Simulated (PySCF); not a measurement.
# methylcycloheptane (C8H16): geometry, NMR shifts and electronic excitations

Wanted: the NMR shifts and electronic excitations of methylcycloheptane (C8H16) (`CC1CCCCCC1`), by calculation.

The runs use PySCF 2.14.0, with density-fitted response routines of our own; the level of theory stands in each step. All values are computed, except where a source is named. Atoms count from 0, in the outputs and in this text.

## (1) Starting geometry

24 atoms, charge 0, multiplicity 1; geometry from: GFN2-xTB.

Bonds of the start (Å): C0–C1 1.53, C1–C2 1.53, C2–C3 1.53, C3–C4 1.53, C4–C5 1.53, C5–C6 1.53, C6–C7 1.53, C7–C1 1.54, C0–H8 1.09, C0–H9 1.09, C0–H10 1.09, C1–H11 1.10, C2–H12 1.09, C2–H13 1.09, C3–H14 1.09, C3–H15 1.09, C4–H16 1.09, C4–H17 1.09, C5–H18 1.09, C5–H19 1.09, C6–H20 1.09, C6–H21 1.09, C7–H22 1.09, C7–H23 1.09.

## (2) Geometry optimisation at PBE0-D3(BJ)/def2-SVP

The job: settings as JSON, then the geometry in Å.

```
{"job": {"xc": "PBE0", "basis": "def2-SVP", "d3": "d3bj", "grid": 1, "kind": "geom"}, "charge": 0, "multiplicity": 1}
C     -2.489663     0.465743     0.470731
C     -1.327933     0.110129    -0.457846
C     -0.704933    -1.215464    -0.004187
C      0.653660    -1.542692    -0.627875
C      1.828491    -1.008308     0.189909
C      1.998878     0.507443     0.139958
C      0.752973     1.298382     0.537485
C     -0.329339     1.274465    -0.543752
H     -2.124036     0.697012     1.469060
H     -3.188071    -0.365415     0.545056
H     -3.030184     1.332102     0.094836
H     -1.738973    -0.036882    -1.463992
H     -1.413039    -2.010863    -0.250146
H     -0.600150    -1.213284     1.082667
H      0.755903    -2.629557    -0.684077
H      0.702252    -1.159782    -1.648350
H      2.750939    -1.466202    -0.177729
H      1.701791    -1.321895     1.229440
H      2.293245     0.803774    -0.870345
H      2.820376     0.778227     0.808915
H      1.054355     2.336381     0.700831
H      0.359183     0.924621     1.483142
H     -0.901607     2.204178    -0.498429
H      0.164150     1.257652    -1.517746
```

**Question.** This job is followed by: GIAO PBE0/pcSseg-1 NMR shielding, non-relativistic, gas phase; TDDFT CAM-B3LYP/def2-SVPD, vertical, gas phase, core orbitals frozen in the response; GIAO PBE/pcSseg-1 NMR shielding, non-relativistic, gas phase. What will the session give for the following? point group; rotational constants (main isotopes); 13C shifts against TMS (PBE0/pcSseg-1, means over atoms taken as alike); 1H shifts against TMS (PBE0/pcSseg-1, means over atoms taken as alike); lowest singlet (CAM-B3LYP/def2-SVPD); brightest single state of those computed; lowest triplet; vertical ionisation energy (ΔSCF); range of the shift of C1.

**Answer**, as computed:

| quantity | value |
| --- | --- |
| point group | C1 |
| rotational constants (main isotopes) | 2.94, 1.70, 1.25 GHz |
| 13C shifts against TMS (PBE0/pcSseg-1, means over atoms taken as alike) | 37.5, 35.0, 32.8, 25.5, 24.5 ppm |
| 1H shifts against TMS (PBE0/pcSseg-1, means over atoms taken as alike) | 1.61, 1.59, 1.40, 1.39, 1.37, 1.27, 1.09, 0.86 ppm |
| lowest singlet (CAM-B3LYP/def2-SVPD) | 8.37 eV (148 nm), f = 0.002 |
| brightest single state of those computed | state 10, 9.05 eV, f = 0.030 |
| lowest triplet | 8.10 eV |
| vertical ionisation energy (ΔSCF) | 10.44 eV |
| range of the shift of C1 | 32.8 to 35.5 ppm |

What this shows: The optimisation took 3 steps and gained 0.066 eV; among the close pairs (by a distance rule), C0–H8 changed most, from 1.088 to 1.103 Å. No frequency check was run at this level, so the end point may be a saddle. At PBE0/pcSseg-1: The widest tensor belongs to C0: span 48 ppm, with a paramagnetic part of -86 ppm. The lowest singlet, at 8.37 eV, is HOMO→LUMO 0.83 and is weak; of the 10 states computed, the strongest absorption comes from state 10 at 9.05 eV (the last computed, so partners may be missing). The lowest triplet lies 0.27 eV below the lowest singlet (triplets in Tamm-Dancoff, singlets in full TDDFT). ΔSCF puts the ionisation energy at 10.44 eV, 0.68 eV above −ε(HOMO). In ppm, C1 moves most: its shift spreads over 2.7 ppm, from 32.8 (PBE0/pcSseg-1) to 35.5 (PBE/pcSseg-1).
